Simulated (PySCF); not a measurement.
# C3H5BCl (SMILES ClB[C]1CC1): levels of theory compared

Wanted: a comparison of 3 runs (UMP2/STO-3G, UMP2/def2-SVP, UMP2/def2-TZVP) of C3H5BCl. Input form: a Python script.

The calculation is run with PySCF 2.14.0.

## 1. Starting point

The species is C3H5BCl (10 atoms), meant as a doublet with charge 0. SMILES: `ClB[C]1CC1`. The shape is that of a GFN2-xTB optimisation. This is one conformer, not always the lowest.

Bond lengths: Cl1–B2 1.732 Å, B2–C3 1.481 Å, C3–C4 1.463 Å, C3–C5 1.463 Å, C4–C5 1.509 Å, B2–H6 1.172 Å, C4–H7 1.083 Å, C4–H8 1.083 Å, C5–H9 1.083 Å, C5–H10 1.083 Å. Some angles: Cl1–B2–C3 118.1°, B2–C3–C4 148.8°, B2–C3–C5 149.1°, C4–C3–C5 62.1°, C3–C4–C5 59.0°, C3–C5–C4 59.0°, Cl1–B2–H6 118.1°, C3–B2–H6 123.7°, C3–C4–H7 118.7°, C3–C4–H8 118.5°.

## 2. A single-point energy at UMP2/STO-3G (run 1)

File input.py:

```python
from pyscf import gto, scf, mp

molecule = gto.M(
    atom=[
    ('Cl', (-2.904960, -0.085740, 0.584140)),
    ('B', (-1.393950, 0.738960, 0.776120)),
    ('C', (-0.192320, 0.152790, 0.139130)),
    ('C', (0.403700, -0.915540, -0.663100)),
    ('C', (1.242430, 0.223680, -0.138930)),
    ('H', (-1.380360, 1.728900, 1.403920)),
    ('H', (0.176920, -0.958550, -1.721170)),
    ('H', (0.513190, -1.896840, -0.218250)),
    ('H', (1.937250, 0.036300, 0.669910)),
    ('H', (1.598100, 0.976050, -0.831760)),
],
    basis='sto-3g',
    spin=1,
    max_memory=1860,
    charge=0,
    verbose=3,
)

hf = scf.UHF(molecule)
hf.conv_tol = 1e-10
hf.kernel()
if not hf.converged:
    hf = hf.newton().run(hf.mo_coeff, hf.mo_occ)

pt = mp.MP2(hf, frozen=9).run()
e_final = pt.e_tot
print('E = %.10f Eh' % e_final)
```

The run is started by

```bash
$ OMP_NUM_THREADS=1 python input.py
```

What it wrote:

```text
converged SCF energy = -594.034716821376  <S^2> = 0.7620284  2S+1 = 2.0119924
E(UMP2) = -594.215817876765  E_corr = -0.181101055388949
E(SCS-UMP2) = -594.22830452005  E_corr = -0.19358769867432
E = -594.2158178768 Eh
```

It took 0.74 s on 1 thread of Arm Neoverse V2, shared host; peak memory 0.12 GiB.

## 3. A single-point energy at UMP2/def2-SVP (run 2)

File input.py:

```python
# ClB[C]1CC1
from pyscf import gto, scf, mp

system = gto.Mole()
system.atom = '''
Cl    -5.489579    -0.162025     1.103865
B     -2.634184     1.396432     1.466654
C     -0.363432     0.288731     0.262918
C      0.762882    -1.730120    -1.253077
C      2.347852     0.422694    -0.262540
H     -2.608502     3.267147     2.653024
H      0.334330    -1.811397    -3.252540
H      0.969789    -3.584508    -0.412433
H      3.660872     0.068597     1.265946
H      3.019971     1.844467    -1.571799
'''
system.charge = 0
system.spin = 1
system.unit = 'bohr'
system.verbose = 3
system.max_memory = 1860
system.basis = 'def2-svp'
system.build()

mf = scf.UHF(system)
mf.conv_tol = 1e-10
mf.kernel()
if not mf.converged:
    mf = mf.newton().run(mf.mo_coeff, mf.mo_occ)

pt = mp.MP2(mf, frozen=9).run()
etot = pt.e_tot
print('E = %.10f Eh' % etot)
```

The run is started by

```bash
$ OMP_NUM_THREADS=1 python input.py
```

What it wrote:

```text
converged SCF energy = -600.414809053832  <S^2> = 0.7598669  2S+1 = 2.0098427
E(UMP2) = -601.010315960462  E_corr = -0.595506906630255
E(SCS-UMP2) = -601.002239588051  E_corr = -0.587430534219044
E = -601.0103159605 Eh
```

It took 3.9 s on 1 thread of Arm Neoverse V2, shared host; peak memory 0.27 GiB.

## 4. A single-point energy at UMP2/def2-TZVP (run 3)

File mol.xyz:

```xyz
10

Cl    -2.904960    -0.085740     0.584140
B     -1.393950     0.738960     0.776120
C     -0.192320     0.152790     0.139130
C      0.403700    -0.915540    -0.663100
C      1.242430     0.223680    -0.138930
H     -1.380360     1.728900     1.403920
H      0.176920    -0.958550    -1.721170
H      0.513190    -1.896840    -0.218250
H      1.937250     0.036300     0.669910
H      1.598100     0.976050    -0.831760
```

File run.py:

```python
from pyscf import gto, scf, mp

system = gto.M(
    atom='mol.xyz',
    spin=1,
    max_memory=1860,
    verbose=4,
    basis='def2-tzvp',
    charge=0,
)

myscf = scf.UHF(system)
myscf.conv_tol = 1e-10
myscf.kernel()
if not myscf.converged:
    myscf = myscf.newton().run(myscf.mo_coeff, myscf.mo_occ)

pt = mp.MP2(myscf, frozen=9).run()
e_tot = pt.e_tot
print('E(%s) = %.9f' % ('MP2', e_tot))
```

The run is started by

```bash
$ OMP_NUM_THREADS=1 python run.py
```

What it wrote:

```text
PySCF version 2.14.0

[... 102 lines left out ...]
converged SCF energy = -600.722734796013  <S^2> = 0.76099435  2S+1 = 2.0109643
[... 1 line left out ...]
******** <class 'pyscf.mp.ump2.UMP2'> ********
nocc = (np.int64(14), np.int64(13)), nmo = (182, 182)
frozen orbitals 9
E(UMP2) = -601.457760102094  E_corr = -0.735025306080905
E(SCS-UMP2) = -601.451182980459  E_corr = -0.728448184446086
E_corr(same-spin) = -0.177210210981924
E_corr(oppo-spin) = -0.557815095098982
E(MP2) = -601.457760102
```

It took 75 s on 1 thread of Arm Neoverse V2, shared host; peak memory 2.6 GiB.

## 5. The series

```tsv
run	level	energy (Eh)	dipole moment (D) of the reference	HOMO energy (eV)	LUMO energy (eV)	wall time
1	UMP2/STO-3G	-594.215818	2.38	-8.99	3.81	0.74 s
2	UMP2/def2-SVP	-601.010316	2.06	-10.15	1.06	3.9 s
3	UMP2/def2-TZVP	-601.457760	2.21	-10.14	0.95	75 s
```

## 6. Results

| quantity | value |
| --- | --- |
| run 3: total energy | -601.45776 Eh |
| run 3: dipole moment (Hartree–Fock density) | 2.21 D |
| run 3: HOMO energy (Hartree–Fock orbitals) (highest over α and β) | -10.14 eV |
| run 3: LUMO energy (Hartree–Fock orbitals) (lowest over α and β) | 0.95 eV |
| run 3: correlation energy (9 core orbitals frozen) | -735.0 mEh |
| run 3: ⟨S²⟩ of the reference determinant | 0.761 |

In run 1 the basis is minimal, so the values are rough. All runs together took 79 s, the longest 75 s.
